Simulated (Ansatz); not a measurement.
The same path of a periodic cell of 23 atoms, Si8O15 (host SiO2, host structure P4_2/mnm, one O atom removed) was run twice with different band settings.

Method: Ansatz, DFT PBE-D3(BJ), scalar-relativistic, plane waves, PAW. Settings: PAW set soft_1, cutoff 420 eV, k mesh 2x2x2, fermi-dirac smearing 0.05 eV, no spin polarisation.

Relaxed end points:

```xyz
23
Lattice="-4.1564 -4.1564 0.0000 4.1564 -4.1564 0.0000 0.0000 0.0000 5.3204" Properties=species:S:1:pos:R:3
Si 0.000 -4.162 -0.017
Si 2.070 -2.076 1.318
O 1.292 -2.919 -0.022
O 0.804 -0.810 1.317
O -1.244 -5.454 -0.022
O 3.336 -3.342 1.317
Si 0.000 -4.162 2.652
Si 2.105 -2.111 3.978
O 1.292 -2.919 2.657
O 0.832 -0.838 3.978
O -1.244 -5.454 2.657
Si -0.027 0.021 -0.063
Si -2.091 -2.071 1.317
O -2.902 -2.881 -0.024
O 0.805 -4.968 1.318
O -1.281 -1.260 -0.024
O -0.815 -3.347 1.317
Si -0.027 0.021 2.698
Si -2.084 -2.078 3.978
O -2.902 -2.881 2.659
O 0.806 -4.969 3.978
O -1.281 -1.260 2.659
O -0.814 -3.349 3.978
```

```xyz
23
Lattice="-4.1564 -4.1564 0.0000 4.1564 -4.1564 0.0000 0.0000 0.0000 5.3204" Properties=species:S:1:pos:R:3
Si -0.001 -4.156 -0.004
Si 2.085 -2.085 1.330
O 1.244 -2.864 -0.009
O 0.820 -0.820 1.330
O -1.292 -5.400 -0.009
O 3.352 -3.352 1.330
Si -0.001 -4.156 2.664
Si 2.052 -2.052 3.990
O 1.244 -2.864 2.669
O -0.834 0.834 3.990
O -1.292 -5.400 2.669
Si 0.027 -0.027 -0.050
Si -2.066 -2.091 1.330
O -2.876 -2.901 -0.011
O 0.815 -4.971 1.330
O -1.255 -1.280 -0.011
O -0.806 -3.351 1.330
Si 0.027 -0.027 2.711
Si -2.072 -2.084 3.990
O -2.876 -2.901 2.671
O 0.813 -4.969 3.990
O -1.255 -1.280 2.671
O -0.807 -3.350 3.990
```

Common settings: spring 5.0 eV/Å²; force threshold 0.05 eV/Å; end points relaxed.

| run | movable images | climbing image | optimiser | start path | iteration limit |
| --- | --- | --- | --- | --- | --- |
| 1 | 3 | yes | fire | straight line | 67 |
| 2 | 4 | no | quadratic models (default) | default | 42 |

Problem. What does each run give, and how far can it be trusted?

Solution. Run 1: converged after 56 iterations, highest image 5.811 eV above the first end. Neighbouring images differ by up to 4.3 eV, so the band resolves the path poorly. By the program's own check the climbing image is a first-order saddle point (lowest curvatures found: -27.68 and 2.15 eV/Å²).
Run 2: converged after 6 iterations, highest image 4.806 eV above the first end. Neighbouring images differ by up to 4.1 eV, so the band resolves the path poorly. No image climbed, so the highest image needn't sit at the top of the path.
Limits of this set-up: coarse k mesh, no spin, though dangling bonds at a vacancy may carry it, a small cell, in which the defect meets its images.
